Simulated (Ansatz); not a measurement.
# Ge: the cost of one run

Program: Ansatz 0.2.0 through its Python package. Level of theory: DFT LDA, plane waves, PAW. These are calculated values, not measurements.

### 1 The structure

The structure is tetragonal, space group I4_1/amd (No. 141). Conventional cell: a = 5.149 Å, b = 5.149 Å, c = 2.795 Å, α = 90.00°, β = 90.00°, γ = 90.00°. Ge (site symmetry -4m2) has 6 Ge at 2.67 to 2.79 Å as nearest neighbours.

POSCAR_ge, read by the script:

```text
Ge
1.0
  -2.57448972    2.57448972    1.39741264
   2.57448972   -2.57448972    1.39741264
   2.57448972    2.57448972   -1.39741264
Ge
2
Direct
   0.25000000    0.75000000    0.50000000
   0.50000000    0.50000000    0.00000000
```

### 2 The script

ge.py reads:

```python
"""Band structure of Ge."""

import warnings

import ansatz as az
from ase.io import read
import numpy as np

warnings.simplefilter("ignore", az.DeckWarning)

atoms = read("POSCAR_ge", format="vasp")
structure = az.Crystal.from_ase(atoms)

# vertices of the path, as fractions of the reciprocal vectors
path = [
    ("G", (0.0, 0.0, 0.0)),
    ("X", (0.0, 0.0, 0.5)),
    ("M", (-0.5, 0.5, 0.5)),
    ("G", (0.0, 0.0, 0.0)),
    ("Z", (0.32366, 0.32366, -0.32366)),
]
calc = (
    structure.calculation()
    .occupations("Fermi-Dirac")
    .functional("LDA")
    .pseudopotentials("paw")
    .kpoints(12)
    .band_structure([point for _, point in path], intervals=8)
    .scf(extra_bands=8)
)
out = calc.run()
report = out.report

for key in ("converged", "n_iterations", "n_electrons", "n_kpoints", "n_pw", "n_symmetry_ops", "free_energy_ev", "fermi_energy_ev"):
    print(f"{key:18s} {report[key]}")

print("doubts on the final state:", report["published_state_doubts"] or "none")
print("warnings:", sorted({n["data"]["kind"] for n in out.notices if n["data"].get("severity") in ("warning", "doubt")}) or "none")

bands = out.band_structure()
fermi = bands.fermi_energy_ev
print(f"zero of the bands: {fermi:.3f} eV, the Fermi level found on the SCF mesh")
for spin, channel in enumerate(bands.channels):
    levels = channel.eigenvalues_ev - fermi
    crossing = [b for b in range(levels.shape[1]) if levels[:, b].min() < 0 < levels[:, b].max()]
    print(f"channel {spin}: bands that cross the Fermi level on this path:", [b + 1 for b in crossing] or "none")
    shown = crossing or sorted(np.argsort(np.abs(levels).min(axis=0))[:2])
    for k, row in zip(bands.kpoints_frac, levels[:, shown]):
        print(f"{k[0]:7.3f} {k[1]:7.3f} {k[2]:7.3f}  ", " ".join(f"{e:8.3f}" for e in row))
```

### 3 Running it

Run with:

```bash
$ python ge.py
```

What time and memory should one allow on 1 thread of Arm Neoverse V2, shared host?

About 8 s, with a peak of 0.48 GiB.
